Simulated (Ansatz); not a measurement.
Runs of Ansatz 0.2.0 on WAu. Symmetry: F-43m, No. 216, cubic system. Conventional cell: a = 5.496 Å, b = 5.496 Å, c = 5.496 Å, α = 90.00°, β = 90.00°, γ = 90.00°. W (site symmetry -43m) is surrounded by 4 Au at 2.38 Å. Au (site symmetry -43m) is surrounded by 4 W at 2.38 Å. The cell was built by a generator and needn't be a form met in nature.

```csv
task,level,spin,cell,points for each segment of the path,gap on the mesh (eV),pressure (GPa)
band structure,HSEsol,off,as given,4,none,24.2
single point,HSE06,"SOC, no magnetisation",as given,-,none,27.5
single point,B3LYP,off,as given,-,none,35.7
single point,PBEsol0,off,as given,-,none,(a)
relaxation of cell and atoms,B3LYP,off,relaxed,-,none,0.0
```

Alike in all rows: potentials or basis Ansatz PAW; k mesh 4 × 4 × 4; cutoff (eV) 420; smearing fermi-dirac 0.05 eV; the mesh is coarse, so values aren't converged.

Problem. Estimate the missing entries.

Solution. (a) 23.5.

Caveats: all runs use coarse meshes; the PAW data sets come from PBE, with cores solved anew for the run's functional, which leaves a small shift of forces and pressure; the thresholds are loose for stress (some runs); so large a pressure means that the cell lies far from this level's equilibrium, or that cutoff or potentials fall short (some runs); spin-orbit coupling is left out, which moves the levels of the heavy elements (some runs); a pressure of tens of GPa on the cell as given is suspect, and the run, the potentials or the cell itself is likely at fault (some runs); the plane-wave basis is chosen anew once the cell has moved, so the energies of steps on either side of that aren't comparable (some runs).

A k mesh can miss the band edges, and rows without SOC leave out spin-orbit coupling on Au, W.

A gap of «none» marks a metal or a gap under the smearing width.
